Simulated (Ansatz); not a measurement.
**C4H5B: one species, many methods**

How much do the methods differ for C4H5B? The plan is to run it at one geometry with functionals of several rungs and with coupled cluster. The yardstick is the atomisation energy at the CCSD(T) limit.

Program: Ansatz 0.2.0, Gaussian basis. Level of theory: functionals in def2-TZVPP, the program's frozen cores in correlated methods. These are calculated values, not measurements.

Plan: LDA (SPW92), PBE-D4, revPBE-D4, BLYP-D4, r2SCAN-D4, B97M-V, PBE0-D4, B3LYP-D4, r2SCANh-D4, r2SCAN0-D4, HSE06-D4, BHLYP-D4, CAM-B3LYP-D4, LC-ωPBE, ωB97X-V, ωB97M-V, B2PLYP, PBE-QIDH; CCSD(T)/def2-SVP; CCSD(T)/def2-TZVPP; MP2/def2-QZVPP; extrapolation to the limit; RPA on PBE.

## 1. Structure used throughout

All runs share one geometry, relaxed beforehand with PBE0-D4 in a triple-zeta def2 set.

SMILES `BC=C=C=C`, 10 atoms, charge 0, spin multiplicity 1.

Atoms are counted from 1 here; the program's logs count them from 0.

Bond lengths: B1–C2 1.533 Å, B1–H6 1.195 Å, B1–H7 1.196 Å, C2–C3 1.326 Å, C2–H8 1.089 Å, C3–C4 1.262 Å, C4–C5 1.312 Å, C5–H9 1.086 Å, C5–H10 1.086 Å. Angles: C2–B1–H6 119.4°, C2–B1–H7 120.4°, H6–B1–H7 120.2°, B1–C2–C3 120.6°, B1–C2–H8 122.1°, C3–C2–H8 117.3°, C2–C3–C4 178.2°, C3–C4–C5 180.0°, C4–C5–H9 121.3°, C4–C5–H10 121.4°, H9–C5–H10 117.3°.

## 2. LDA

This LDA is Slater exchange with PW92 correlation.

in.yaml

```yaml
crystal:
  periodic: [false, false, false]
  atoms:
    - {symbol: B, position_ang: [-1.219529, -1.879526, 0.464718]}
    - {symbol: C, position_ang: [0.013973, -1.078836, 0.895958]}
    - {symbol: C, position_ang: [0.347410, 0.038726, 0.265392]}
    - {symbol: C, position_ang: [0.634320, 1.097269, -0.357962]}
    - {symbol: C, position_ang: [0.933593, 2.198304, -1.005811]}
    - {symbol: H, position_ang: [-1.883805, -1.488538, -0.448386]}
    - {symbol: H, position_ang: [-1.516236, -2.887645, 1.036432]}
    - {symbol: H, position_ang: [0.649503, -1.394984, 1.722308]}
    - {symbol: H, position_ang: [0.325661, 2.547572, -1.835108]}
    - {symbol: H, position_ang: [1.798312, 2.796561, -0.734541]}
basis:
  gaussian: {orbitals: def2-TZVPP}
hamiltonian: {xc: lda}
output: {orbitals: {seedname: orbitals}}
```

Command:

```bash
$ ansatz run in.yaml --threads 2 --pin off --events-out ev --progress --plain --max-ram 4352MiB
```

Further steps of the session: PBE-D4 (GGA); revPBE-D4 (GGA); BLYP-D4 (GGA); r2SCAN-D4 (meta-GGA); B97M-V (meta-GGA); PBE0-D4 (hybrid); B3LYP-D4 (hybrid); r2SCANh-D4 (hybrid); r2SCAN0-D4 (hybrid); HSE06-D4 (hybrid); BHLYP-D4 (hybrid); CAM-B3LYP-D4 (range-separated); LC-ωPBE (range-separated); ωB97X-V (range-separated); ωB97M-V (range-separated); B2PLYP (double hybrid); PBE-QIDH (double hybrid); CCSD(T) in def2-SVP; CCSD(T) in def2-TZVPP; MP2 in def2-QZVPP; RPA on PBE orbitals.

**Question.** What will the summary of the whole plan be? Wanted: atomisation energy, CCSD(T)/CBS; farthest beyond LDA; mean size of error, GGA; mean size of error, meta-GGA; mean size of error, hybrid; mean size of error, range-separated; mean size of error, double hybrid; gap, smallest and largest; T1 diagnostic.

As calculated:

| quantity | value |
| --- | --- |
| atomisation energy, CCSD(T)/CBS | 4260.8 kJ/mol |
| functionals within 21.3 kJ/mol (0.5 %) | r2SCAN0-D4, LC-ωPBE, ωB97X-V, B2PLYP |
| farthest beyond LDA | PBE-D4 (+189.0 kJ/mol) |
| mean size of error, GGA | 113.7 kJ/mol |
| mean size of error, meta-GGA | 70.8 kJ/mol |
| mean size of error, hybrid | 62.7 kJ/mol |
| mean size of error, range-separated | 27.3 kJ/mol |
| mean size of error, double hybrid | 20.1 kJ/mol |
| gap, smallest and largest | 2.58 eV (LDA (SPW92)), 9.27 eV (LC-ωPBE) |
| T1 diagnostic | 0.0142 |
| triples share of the correlation energy | 5.0 % |

What this shows: The LDA atomisation energy is off by 671.6 kJ/mol (16 %): it overbinds. PBE-D4 misses by +189.0 kJ/mol. Double hybrids carry the basis error of their MP2 part in triple zeta, and no dispersion term here, so their miss is partly the set-up's. Taken by rung, double hybrid functionals do best (20.1 kJ/mol on average) and GGA ones worst beyond LDA (113.7 kJ/mol). The gap between the best rungs is small, so their order is not settled. Misses under about 21.3 kJ/mol are within the doubt on the reference itself, which lacks core-valence correlation, relativity and higher excitations. Hartree-Fock recovers 75 % of the binding; the rest is correlation. CCSD(T) in def2-SVP is off by -146.5 kJ/mol, more than most functionals: a good method in a small basis is no reference. The gap grows from 2.6 to 9.3 eV across the functionals, mostly with the share of exact exchange. The restricted reference is unstable towards a spin-broken one.
